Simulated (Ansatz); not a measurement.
# Cobalt, beta-Sn type under PBEsol: structure, energy and stiffness

Aim: take cobalt in the beta-Sn type structure, relax it, solve it on a dense k-mesh, then scale the cell to 7 volumes from 88 to 112 % of the relaxed one and try a fit of the equation of state. The start is ferromagnetic. The k-meshes are 15×15×10 for the relaxation; 27×27×13 for the dense run; 19×19×9 for the volumes.

Program: Ansatz 0.2.0. Level of theory: DFT PBEsol, plane waves (420 eV) with PAW, scalar-relativistic; PAW files made under PBE, frozen cores solved again for the functional. These are calculated values, not measurements.

## (1) The starting structure

Symmetry: I4_1/amd, No. 141, tetragonal system. Conventional cell: a = 4.400 Å, b = 4.400 Å, c = 2.402 Å, α = 90.00°, β = 90.00°, γ = 90.00°. Co (site symmetry -4m2) has 6 Co at 2.28 to 2.40 Å as nearest neighbours.

Coordinates:

```xyz
2
Lattice="-2.2000 2.2000 1.2012 2.2000 -2.2000 1.2012 2.2000 2.2000 -1.2012" Properties=species:S:1:pos:R:3 pbc="T T T"
Co    0.0000    0.0000    0.0000
Co    0.0000    2.2000    0.6006
```

Starting moments (μB): +1.7 ×2.

## (2) Geometry optimisation

Input file input.yaml:

```yaml
crystal:
  lattice:
    - [-2.1999784191, 2.1999784191, 1.2011882168]
    - [2.1999784191, -2.1999784191, 1.2011882168]
    - [2.1999784191, 2.1999784191, -1.2011882168]
  atoms:
    - { symbol: Co, position: [0.0, 0.0, 0.0], spin: 1.7 }
    - { symbol: Co, position: [0.75, 0.25, 0.5], spin: 1.7 }
hamiltonian:
  xc: pbesol
  pseudopotentials:
    kind: paw
    azcp:
      Co: "pseudopotentials/Co.paw.azcp"
basis:
  ecutwfc: 420
  fft_grid_basis: typed
kpoints:
  mp_grid: { grid: [15, 15, 10], shift: [0, 0, 0] }
magnetization:
  spin_polarized: true
scf:
  occupations: { method: fermi_dirac, width: 0.05 }
relax:
  max_steps: 60
  f_tol: 0.01
  cell: {}
output:
  write_density: true
  write_potential: true
  elf: true
  volumetric_format: npy
```

The runs that follow: The energy on a finer k-mesh; At 88 % of the relaxed volume; At 92 % of the relaxed volume; At 96 % of the relaxed volume; At 100 % of the relaxed volume; At 104 % of the relaxed volume; At 108 % of the relaxed volume; At 112 % of the relaxed volume.

**Question.** What will these runs give? Wanted: space group; conventional cell; volume; shortest distance; gap on the mesh; magnetic state; V₀, B₀, B₀′.

As calculated:

| quantity | value |
| --- | --- |
| space group (spins left aside) | P6_3/mmc (No. 194) |
| conventional cell | a = 2.458 Å, c = 3.970 Å (c/a = 1.615) |
| volume | 10.386 Å³/atom |
| shortest distance | 2.440 Å |
| gap on the mesh | none (levels filled in part) |
| magnetic state | ferromagnetic, up to 1.64 μB per atom |
| V₀, B₀, B₀′ | 10.363 Å³/atom, 244 GPa, 5.1 |

The relaxation shrank the cell by 10.7 % in volume. The cell has left its prototype: it ends as hcp. What follows belongs to that structure, not to the type named at the start. The mesh has less symmetry than the lattice, which may have let the distortion in. It ends ferromagnetic, with up to 1.64 μB per atom. No gap shows: it is a metal or semimetal at this level. B₀ comes out at 244 GPa; letting shape and positions relax at each volume could only lower it.
